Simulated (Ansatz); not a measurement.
**GaNH3+ (triplet): from Hartree-Fock to the top rungs, cc-pVDZ**

An exercise on one series of results from a longer session: the logs are not shown, and one member is left open.

Method: cc-pVDZ, core rule «outside noble gas», up to 15 orbitals frozen; program: Ansatz 0.2.0, Gaussian basis.

To be run: UHF; CCSD(T) on ROHF; CCSD(T) on UHF; BCCD(T) on ROHF; CISD; CCSDT(Q) on ROHF; CCSDT(Q) on UHF.

23 further runs of the same task are left out: 2 for a known fault of the program, 8 that didn't finish, 13 set aside as unsound or not needed.

### The system

The geometry is a PBE0/def2-TZVP stationary point (not a proven minimum) of the parent state, kept for this charge and spin. No spin-orbit coupling is included. The filled d shell of Ga may be among the frozen orbitals whatever the setting's name suggests; the logs give the count.

5 atoms, charge 1, spin multiplicity 3.

Atoms are counted from 1 here; the program's logs count them from 0.

Bond lengths: N1–Ga2 1.826 Å, N1–H3 1.008 Å, N1–H4 1.006 Å, Ga2–H5 1.594 Å. Angles: Ga2–N1–H3 123.9°, Ga2–N1–H4 124.2°, H3–N1–H4 111.9°, N1–Ga2–H5 116.9°.

The first run:

in.yaml

```yaml
crystal:
  periodic: [false, false, false]
  atoms:
    - {symbol: N, position_ang: [0.000000, -0.077978, 1.481722]}
    - {symbol: Ga, position_ang: [0.000000, 0.038326, -0.340129]}
    - {symbol: H, position_ang: [0.000000, -0.949104, 1.989085]}
    - {symbol: H, position_ang: [0.000000, 0.715757, 2.099370]}
    - {symbol: H, position_ang: [0.000000, -1.334192, -1.151029]}
basis:
  gaussian: {orbitals: cc-pVDZ}
total_charge: 1
magnetization: {spin_polarized: true, initial_magnetization: 2}
hamiltonian: {xc: hf}
output: {orbitals: {seedname: orbitals}}
```

On the command line:

```sh
> ansatz run in.yaml --threads 1 --pin off --events-out ev --progress --plain --max-ram 2393MiB
```

Steps of the session up to this table: UHF; CCSD(T) on ROHF; CCSD(T) on UHF; BCCD(T) on ROHF; CISD; CCSDT(Q) on ROHF; CCSDT(Q) on UHF.

One of the session's tables, all rows but one given; the rest of the session is left out.

| method | from UCCSDT(Q) (meV) |
| --- | --- |
| ROHF | +5828.0 |
| UHF | +5668.2 |
| RMP2 | ? |
| UMP2 | +907.9 |
| RCCSD | +134.1 |
| UCCSD | +123.2 |
| RCCSD(T) | +32.0 |
| UCCSD(T) | +23.8 |
| BCCD(T) | +31.5 |
| RCCSDT | +14.7 |
| UCCSDT | +6.7 |
| RCCSDT(Q) | +8.1 |
| UCCSDT(Q) | 0 |

Q: Estimate the row for RMP2 from the others.

**Answer.** from UCCSDT(Q) (meV): +918.9. In the column «from UCCSDT(Q) (meV)» it lies between UMP2 (+907.9) and UHF (+5668.2).

Not comparable, so not listed: CISD (they don't share determinant, frozen orbitals or solution with the rows shown, or repeat one).

To keep in mind: Restricted and unrestricted rows rest on different reference determinants; where their highest levels disagree by more than a few hundredths of an eV, they describe different states and don't form one ladder.
